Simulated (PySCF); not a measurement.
# CaH with other numerical set-ups

Which parts of the numerical set-up matter for CaH? Each run edits the base script.

Computed with PySCF 2.14.0. Level: method and basis as typed in the scripts.

4 further runs of the same task are left out: 4 that didn't finish.

### 1 The starting structure

CaH: 2 atoms, charge 0, spin multiplicity 2.

Bond lengths: Ca1–H2 1.719 Å.

### 2 The run that the others are compared with

input.py reads:

```python
from pyscf import gto, scf
from pyscf.geomopt.geometric_solver import optimize

mol = gto.M(
    atom='Ca 0 0 0; H 0 0 1.719',
    basis='x2c-svpall',
    charge=0,
    spin=1,
    symmetry=True,
    verbose=3,
)
mf = scf.ROHF(mol)
mf = mf.sfx2c1e()
mf.kernel()
mol_eq = optimize(mf, maxsteps=30)
print('optimised geometry (angstrom)')
print(mol_eq.tostring('raw'))
print('orbital energies (hartree):', mf.mo_energy[..., max(0, mol.nelec[1]-3):mol.nelec[0]+3].round(4))
```

Started as:

```console
$ OMP_NUM_THREADS=1 python input.py
```

Its log is not repeated here.

Base result: at the starting geometry E(SCF) = -680.051577 Eh, optimised bond 2.052 Å in 6 steps; the optimisation lowers the energy by 0.476 eV.

### 3 Density fitting auto

Edit 1 changes density fitting: none → auto.

input.py reads:

```python
from pyscf import gto, scf
from pyscf.geomopt.geometric_solver import optimize

mol = gto.M(
    atom='Ca 0 0 0; H 0 0 1.719',
    basis='x2c-svpall',
    charge=0,
    spin=1,
    symmetry=True,
    verbose=3,
)
mf = scf.ROHF(mol)
mf = mf.sfx2c1e()
mf = mf.density_fit()
mf.kernel()
mol_eq = optimize(mf, maxsteps=30)
print('optimised geometry (angstrom)')
print(mol_eq.tostring('raw'))
print('orbital energies (hartree):', mf.mo_energy[..., max(0, mol.nelec[1]-3):mol.nelec[0]+3].round(4))
```

Started as:

```console
$ OMP_NUM_THREADS=1 python input.py
```

### 4 Crenbl (core potential on, X2C off)

Edit 2 changes basis set: x2c-svpall → crenbl; core potential: off → on; spin-free X2C: on → off. The core potential changes with it: totals don't compare.

Edit input.py of step 2 so:

```diff
@@ -5,3 +5,4 @@
     atom='Ca 0 0 0; H 0 0 1.719',
-    basis='x2c-svpall',
+    basis='crenbl',
+    ecp={'Ca': 'crenbl'},
     charge=0,
@@ -12,3 +13,2 @@
 mf = scf.ROHF(mol)
-mf = mf.sfx2c1e()
 mf.kernel()
```

### 5 6-311++g** (X2C off)

Edit 3 changes basis set: x2c-svpall → 6-311++g**; spin-free X2C: on → off.

Edit input.py of step 2 so:

```diff
@@ -5,3 +5,3 @@
     atom='Ca 0 0 0; H 0 0 1.719',
-    basis='x2c-svpall',
+    basis='6-311++g**',
     charge=0,
@@ -12,3 +12,2 @@
 mf = scf.ROHF(mol)
-mf = mf.sfx2c1e()
 mf.kernel()
```

### 6 Cartesian functions on

Edit 4 changes Cartesian functions: off → on.

Edit input.py of step 2 so:

```diff
@@ -9,2 +9,3 @@
     symmetry=True,
+    cart=True,
     verbose=3,
```

What does the calculation give? Wanted: for each run, E(SCF); from base; after the SCF.

**Answer**, as computed:

```
                                run  E(SCF) (hartree)  from base (eV)  functions            after the SCF
                               base       -680.051577               0         29  bond 2.052 Å, -0.476 eV
               density fitting auto       -680.051568         +0.0003         29  bond 2.052 Å, -0.476 eV
crenbl (core potential on, X2C off)        -36.768596  not comparable         21  bond 2.128 Å, -0.771 eV
               6-311++g** (X2C off)       -677.275067  not comparable         50  bond 2.053 Å, -0.496 eV
             Cartesian functions on       -680.053039         -0.0398        n/a  bond 2.049 Å, -0.472 eV
```

SCF columns refer to the geometry typed in the script.

What this shows: The largest comparable shift of the SCF energy, -0.040 eV, comes with the run “Cartesian functions on”.
